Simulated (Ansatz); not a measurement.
# BGaH₃N: one species, many methods

The task here is to estimate one member of a computed series from the others.

Method: functionals in def2-TZVPP, the program's frozen cores in correlated methods; program: Ansatz 0.2.0, Gaussian basis.

Plan: LDA (SPW92), PBE-D4, revPBE-D4, BLYP-D4, r2SCAN-D4, B97M-V, PBE0-D4, B3LYP-D4, r2SCANh-D4, r2SCAN0-D4, HSE06-D4, BHLYP-D4, CAM-B3LYP-D4, LC-ωPBE, ωB97X-V, ωB97M-V, B2PLYP, PBE-QIDH; CCSD(T)/def2-SVP; CCSD(T)/def2-TZVPP; MP2/def2-QZVPP; extrapolation to the limit; RPA on PBE.

### The geometry

All runs share one geometry, relaxed beforehand with PBE0-D4 in a triple-zeta def2 set.

SMILES `[BH]1[NH][GaH]1`, 6 atoms, charge 0, spin multiplicity 1.

Atoms are counted from 1 here; the program's logs count them from 0.

Bond lengths: B1–N2 1.367 Å, B1–Ga3 2.011 Å, B1–H4 1.191 Å, N2–Ga3 1.953 Å, N2–H5 1.013 Å, Ga3–H6 1.556 Å. Angles: N2–B1–Ga3 67.6°, N2–B1–H4 139.5°, Ga3–B1–H4 152.9°, B1–N2–Ga3 72.1°, B1–N2–H5 130.1°, Ga3–N2–H5 157.8°, B1–Ga3–N2 40.3°, B1–Ga3–H6 159.4°, N2–Ga3–H6 119.1°.

Coordinates:

```xyz
6
charge 0, multiplicity 1
B    -0.5963   -0.7595   -0.3152
N     0.2932    0.2151   -0.6725
Ga    0.0808    0.2786    1.2680
H    -1.2599   -1.6100   -0.8206
H     0.6436    0.4755   -1.5871
H     0.8806    1.3363    2.0813
```

The first run:

File in.yaml:

```yaml
crystal:
  periodic: [false, false, false]
  atoms:
    - {symbol: B, position_ang: [-0.596328, -0.759467, -0.315187]}
    - {symbol: N, position_ang: [0.293202, 0.215069, -0.672517]}
    - {symbol: Ga, position_ang: [0.080810, 0.278621, 1.268034]}
    - {symbol: H, position_ang: [-1.259863, -1.610033, -0.820635]}
    - {symbol: H, position_ang: [0.643649, 0.475463, -1.587076]}
    - {symbol: H, position_ang: [0.880629, 1.336347, 2.081281]}
basis:
  gaussian: {orbitals: def2-TZVPP}
hamiltonian: {xc: lda}
output: {orbitals: {seedname: orbitals}}
```

The run is started by

```bash
$ ansatz run in.yaml --threads 2 --pin off --events-out ev --progress --plain --max-ram 4352MiB
```

Steps of the session up to this table: LDA; PBE-D4 (GGA); revPBE-D4 (GGA); BLYP-D4 (GGA); r2SCAN-D4 (meta-GGA); B97M-V (meta-GGA); B3LYP-D4 (hybrid); r2SCANh-D4 (hybrid); r2SCAN0-D4 (hybrid); HSE06-D4 (hybrid); BHLYP-D4 (hybrid); CAM-B3LYP-D4 (range-separated); LC-ωPBE (range-separated); ωB97X-V (range-separated); ωB97M-V (range-separated); B2PLYP (double hybrid); PBE-QIDH (double hybrid).

One of the session's tables, all rows but one given; the rest of the session is left out.

It belongs to the step «Orbital energies across the functionals». 

| functional | HOMO (eV) | gap (eV) |
| --- | --- | --- |
| LDA (SPW92) | -5.51 | 3.25 |
| PBE-D4 | -5.38 | 3.37 |
| revPBE-D4 | -5.33 | 3.41 |
| BLYP-D4 | -5.28 | 3.35 |
| r2SCAN-D4 | -5.58 | 3.80 |
| B97M-V | -5.60 | 3.69 |
| PBE0-D4 | -6.36 | 5.16 |
| B3LYP-D4 | -6.22 | 4.77 |
| r2SCANh-D4 | -5.95 | 4.45 |
| r2SCAN0-D4 | -6.49 | 5.43 |
| HSE06-D4 | ? | ? |
| BHLYP-D4 | -7.26 | 6.85 |
| CAM-B3LYP-D4 | -7.61 | 7.35 |
| LC-ωPBE | -8.82 | 9.69 |
| ωB97X-V | -8.53 | 9.28 |
| ωB97M-V | -8.40 | 8.97 |

**Question.** Estimate the row for HSE06-D4.

The run gave: HOMO (eV): -5.97; gap (eV): 4.40. In the column «HOMO (eV)» it lies between B3LYP-D4 (-6.22) and r2SCANh-D4 (-5.95).
